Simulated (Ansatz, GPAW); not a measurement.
CrSeS: PBE in single-zeta orbitals, run from Python

These are simulated results from GPAW 26.7.0, not measurements. The cell was built from a prototype and was relaxed with r2SCAN in plane waves (Ansatz 0.2.0). It may be hypothetical. It is a single sheet, repeated along a and b, with vacuum along c. All runs are without spin polarisation, and a magnetic state may lie lower.

The sheet's in-plane cell has a = 3.125 Å, b = 3.125 Å (γ = 120.0°), and its outermost atoms lie 3.01 Å apart along the normal. Around Cr lie 3 S at 2.29 Å and 3 Se at 2.41 Å; around S lie 3 Cr at 2.29 Å; around Se lie 3 Cr at 2.41 Å.

The basis is minimal: single zeta, one radial function for each shell that the log's basis lists. It describes the filled bands fairly and the empty ones poorly.

Input script:

```python
import json
from ase import Atoms
from gpaw import GPAW, PW, FermiDirac

atoms = Atoms(['Cr', 'S', 'Se'],
              cell=[[3.12454888, 0.0, 0.0], [-1.56227444, 2.70593871, 0.0], [0.0, 0.0, 30.25766828]],
              scaled_positions=[[0.333333333, 0.666666667, 0.299405948], [0.666666667, 0.333333333, 0.346166328], [0.666666667, 0.333333333, 0.246763504]],
              pbc=True)
calc = GPAW(mode='lcao', basis='sz(dzp)', h=0.2, xc='PBE', kpts={'size': (6, 6, 1), 'gamma': True},
            occupations=FermiDirac(0.02), maxiter=100, legacy_gpaw=True, txt='gpaw.txt')
atoms.calc = calc
res = {'energy': atoms.get_potential_energy(force_consistent=True)}
res['electrons'] = calc.get_number_of_electrons()
res['k'] = calc.get_ibz_k_points().tolist()
res['levels'] = [calc.get_eigenvalues(kpt=i).tolist() for i in range(len(res['k']))]
points = [[0.0, 0.0, 0.0], [0.5, 0.0, 0.0], [0.333333, 0.333333, 0.0]]
bands = calc.fixed_density(kpts=points, symmetry='off', txt='bands.txt')
res['points'] = [bands.get_eigenvalues(kpt=i).tolist() for i in range(len(points))]
json.dump(res, open('results.json', 'w'))
print('free energy (eV):', round(res['energy'], 5))
```

Command: `python run.py`. It took 5.4 s on 1 thread of Arm Neoverse V1 (shared host), peak memory 0.18 GiB.

The log gpaw.txt, trimmed of paths, versions and times, then the last line on the terminal. An iter line gives the energy in eV and the logarithms of the changes of orbitals (plane waves alone) and density (c: converged):

```
___ ___ ___ _ _ _
 |   |   |_  | | | |

 | | | | | . | | | |

 |__ |  _|___|_____|  26.7.0
 |___|_|

Input parameters:
  basis: sz(dzp)
  h: 0.2
  kpts: {gamma: True,
         size: (6, 6, 1)}
  maxiter: 100
  mode: lcao
  occupations: {fixmagmom: False,
                name: fermi-dirac,
                width: 0.02}
  xc: PBE

System changes: positions, numbers, cell, pbc, initial_charges, initial_magmoms

Initialize ...

species:
  Cr:
    name:    Chromium
    Z:       24.0
    valence: 6
    core:    18
    charge:  0.0  # [|e|]
    compensation charges:
      type: gauss
      rc: 0.35  # [Å]
      lmax: 2
    cutoffs:
      filter: 2.14  # [Å]
      core: 3.04  # [Å]
    projectors
    | kind |    occ | energy [eV] | rcut [Å] |

    |------|--------|-------------|----------|

    |   4s |  1.000 |      -4.007 |    1.164 |

    |   4p |  0.000 |      -0.989 |    1.217 |

    |   3d |  5.000 |      -2.913 |    1.111 |

    |    s |        |      23.205 |    1.164 |

    |    p |        |      26.223 |    1.217 |

    |    d |        |      24.299 |    1.111 |

    LCAO basis set for Cr:
      Name: sz(dzp)
      Number of radial functions: 2
      Number of spherical harmonics: 6
        l=0, rc=9.8906 Bohr: 4s-sz confined orbital
        l=2, rc=6.6406 Bohr: 3d-sz confined orbital
      Number of RI-basis functions 0

  S:
    name:    Sulfur
    Z:       16.0
    valence: 6
    core:    10
    charge:  0.0  # [|e|]
    compensation charges:
      type: gauss
      rc: 0.24  # [Å]
      lmax: 2
    cutoffs:
      filter: 1.77  # [Å]
      core: 1.66  # [Å]
    projectors
    | kind |    occ | energy [eV] | rcut [Å] |

    |------|--------|-------------|----------|

    |   3s |  2.000 |     -17.254 |    0.974 |

    |   3p |  4.000 |      -7.008 |    0.979 |

    |    s |        |       9.957 |    0.974 |

    |    p |        |      20.203 |    0.979 |

    |    d |        |       0.000 |    0.900 |

    LCAO basis set for S:
      Name: sz(dzp)
      Number of radial functions: 2
      Number of spherical harmonics: 4
        l=0, rc=5.5156 Bohr: 3s-sz confined orbital
        l=1, rc=6.9375 Bohr: 3p-sz confined orbital
      Number of RI-basis functions 0

  Se:
    name:    Selenium
    Z:       34.0
    valence: 6
    core:    28
    charge:  0.0  # [|e|]
    compensation charges:
      type: gauss
      rc: 0.27  # [Å]
      lmax: 2
    cutoffs:
      filter: 1.77  # [Å]
      core: 2.67  # [Å]
    projectors
    | kind |    occ | energy [eV] | rcut [Å] |

    |------|--------|-------------|----------|

    |   4s |  2.000 |     -17.277 |    0.847 |

    |   4p |  4.000 |      -6.512 |    1.005 |

    |    s |        |       9.935 |    0.847 |

    |    p |        |      20.699 |    1.005 |

    |    d |        |       0.000 |    0.847 |

    LCAO basis set for Se:
      Name: sz(dzp)
      Number of radial functions: 2
      Number of spherical harmonics: 4
        l=0, rc=5.7344 Bohr: 4s-sz confined orbital
        l=1, rc=7.2656 Bohr: 4p-sz confined orbital
      Number of RI-basis functions 0

Reference energy: -105543.529478  # eV

Spin-paired calculation

Convergence criteria:
 Maximum [total energy] change in last 3 cyles: 0.0005 eV / valence electron
 Maximum integral of absolute [dens]ity change: 0.0001 electrons / valence electron
 Maximum integral of absolute [eigenst]ate change: 4e-08 eV^2 / valence electron
 Maximum number of scf [iter]ations: 100
 (Square brackets indicate name in SCF output, whereas a 'c' in
 the SCF output indicates the quantity has converged.)

Symmetries present (total): 2

  ( 1  0  0)  (-1  0  0)
  ( 0  1  0)  ( 1  1  0)
  ( 0  0  1)  ( 0  0  1)

36 k-points: 6 x 6 x 1 Monkhorst-Pack grid + [1/12,1/12,0.000000]
13 k-points in the irreducible part of the Brillouin zone
       k-points in crystal coordinates                weights
   0:     0.00000000    0.00000000    0.00000000          1/36
   1:     0.00000000    0.16666667    0.00000000          2/36
   2:     0.00000000    0.33333333    0.00000000          2/36
   3:     0.00000000    0.50000000    0.00000000          1/36
   4:     0.16666667    0.00000000    0.00000000          4/36
   5:     0.16666667    0.16666667    0.00000000          4/36
   6:     0.16666667    0.50000000    0.00000000          4/36
   7:     0.33333333   -0.16666667    0.00000000          2/36
   8:     0.33333333    0.00000000    0.00000000          4/36
   9:     0.33333333    0.33333333    0.00000000          2/36
          ...
  12:     0.50000000    0.50000000    0.00000000          2/36

Wave functions: LCAO
  Diagonalizer: Serial LAPACK
  Atomic Correction: dense with blas
  Data-type: complex

Occupation numbers: Fermi-Dirac:
  width: 0.0200  # eV

Eigensolver
   LCAO using direct dense diagonalizer

Densities:
  Coarse grid: 12*12*152 grid
  Fine grid: 24*24*304 grid
  Total Charge: 0.000000

Density mixing:
  Method: separate
  Backend: msr1
  Linear mixing parameter: 0.05
  old densities: 10
  Width of damping distribution: 1.1
  Damping of long wavelength oscillations: 20

Hamiltonian:
  XC and Coulomb potentials evaluated on a 24*24*304 grid
  Using the PBE Exchange-Correlation functional
  Interpolation: tri-quintic (5. degree polynomial)
  Poisson solver: FastPoissonSolver using
    Stencil: 8*3+1=25 point O(h^6) finite-difference Laplacian
    FFT axes: [np.int64(0), np.int64(1), np.int64(2)]
    FST axes: []

XC parameters: PBE with 2 nearest neighbor stencil

Memory estimate:
  Process memory now: 129.30 MiB
  Calculator: 19.16 MiB
    Density: 13.74 MiB
      Arrays: 4.34 MiB
      Localized functions: 6.06 MiB
      Mixer: 3.34 MiB
    Hamiltonian: 3.30 MiB
      Arrays: 2.84 MiB
      XC: 0.00 MiB
      Poisson: 0.00 MiB
      vbar: 0.46 MiB
    Wavefunctions: 2.13 MiB
      C [qnM]: 0.04 MiB
      S, T [2 x qmm]: 0.08 MiB
      P [aqMi]: 0.01 MiB
      BasisFunctions: 2.00 MiB
      Eigensolver: 0.00 MiB

Total number of cores used: 1

Number of atoms: 3
Number of atomic orbitals: 14
Number of bands in calculation: 14
Number of valence electrons: 18
Bands to converge: occupied
Positions:
   0 Cr    -0.000000    1.803959    9.059326    ( 0.0000,  0.0000,  0.0000)
   1 S      1.562274    0.901980   10.474186    ( 0.0000,  0.0000,  0.0000)
   2 Se     1.562274    0.901980    7.466488    ( 0.0000,  0.0000,  0.0000)

Unit cell:
           periodic     x           y           z      points  spacing
  1. axis:    yes    3.124549    0.000000    0.000000    12     0.2255
  2. axis:    yes   -1.562274    2.705939    0.000000    12     0.2255
  3. axis:    yes    0.000000    0.000000   30.257668   152     0.1991

  Lengths:   3.124549   3.124549  30.257668
  Angles:   90.000000  90.000000 120.000000

Effective grid spacing dv^(1/3) = 0.2269

iter:   1   -17.483855        c
iter:   2   -16.216344        c -1.03
iter:   3   -15.421456        c -1.20
iter:   4   -15.426367        c -1.32
iter:   5   -15.412968        c -1.49
iter:   6   -15.273373        c -1.52
iter:   7   -15.273831        c -2.14
iter:   8   -15.263553        c -2.13
iter:   9   -15.263363        c -2.96
iter:  10   -15.263347c       c -3.51
iter:  11   -15.263343c       c -3.87
iter:  12   -15.263343c       c -5.11c

Converged after 12 iterations.

Energy contributions relative to reference atoms: (reference = -105543.529478)

Kinetic:        +39.845714
Potential:      -38.554981
External:        +0.000000
XC:             -16.935489
Entropy (-ST):   -0.000002
Local:           +0.381414
SIC:             +0.000000
--------------------------
Free energy:    -15.263345
Extrapolated:   -15.263343

Showing only first 2 kpts
 Kpt  Band  Eigenvalues  Occupancy
  0     7     -4.75595    2.00000
  0     8     -3.40331    1.99979
  0     9     -0.83940    0.00000
  0    10     -0.83668    0.00000

  1     7     -4.58242    2.00000
  1     8     -3.61629    2.00000
  1     9     -1.74796    0.00000
  1    10     -1.42696    0.00000

Fermi level: -3.21970

Gap: 0.381 eV
Transition (v -> c):
  (s=0, k=0, n=8, [0.00, 0.00, 0.00]) -> (s=0, k=9, n=9, [0.33, 0.33, 0.00])
Direct/indirect transitions are different
Direct gap: 0.878 eV
Transition at: (s=0, k=9, n=8, [0.33, 0.33, 0.00])

free energy (eV): -15.26334
```

The gap in the log is over the mesh alone; results.json adds the listed points. PBE in single-zeta orbitals gives a gap of 0.38 eV. On the same cell, plane-wave PBE (Ansatz, 12×12×1 k points and the special points) gives a gap of 0.78 eV and r2SCAN a gap of 0.82 eV; on shared hosts these took about 15 and 37 core-seconds on the 3-atom cell, against 5.4 for the script. Semilocal gaps usually lie below measured ones.

Spin-orbit coupling is left out.
